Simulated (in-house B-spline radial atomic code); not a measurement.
**Cs²⁺: ionisation energy by several methods**

An exercise on one series of results from a longer session: the logs are not shown, and one member is left open.

The numbers are computed with in-house B-spline radial atomic code version 1 (non-relativistic, several functionals, spin-polarised, exact exchange averaged over the configuration; spherical all-electron atom at the radial basis limit), except any that are marked as measured or tabulated.

## The atom as given

```
element       : caesium (Z = 55)
charge        : +2
electrons     : 53
configuration : [Kr] 4d10 5s2 5p5
nucleus       : point
```

The outer shells:

[Kr] 4d10 5s2 5p5
```
[Kr] core
4d [↑↓][↑↓][↑↓][↑↓][↑↓]
5s [↑↓]
5p [↑↓][↑↓][↑ ]
```

Where spins are not typed, each open shell is filled with up spins first.

The first run:

Input settings:

```ini
Z = 55
electrons = 53.0
configuration = [Kr] 4d10 5s2 5p5
hamiltonian = nr
method = b97_1
spin_polarised = True
exact_exchange = averaged over the configuration
```

Started as:

```
$ python run_scf.py task.json out
```

The settings of every run stand in task.json; they run in order.

Steps of the session up to this table: B97-1, a global hybrid; ωB97X, a range-separated hybrid; LC-ωPBE, a range-separated hybrid; B3LYP, a global hybrid; M06-2X, a global hybrid.

One table of the session follows, with a row left open; its other results are not shown here.

```
 method  ΔSCF (eV)
  B97-1     33.198
  B3LYP     33.340
 M06-2X     33.222
  ωB97X          ?
LC-ωPBE     33.381
```

Q: Estimate the row for ωB97X from the others.

As computed: ΔSCF (eV): 33.168. In the column «ΔSCF (eV)» it is the lowest.

Caveats from the session: These runs leave out relativity, which matters at this nuclear charge.
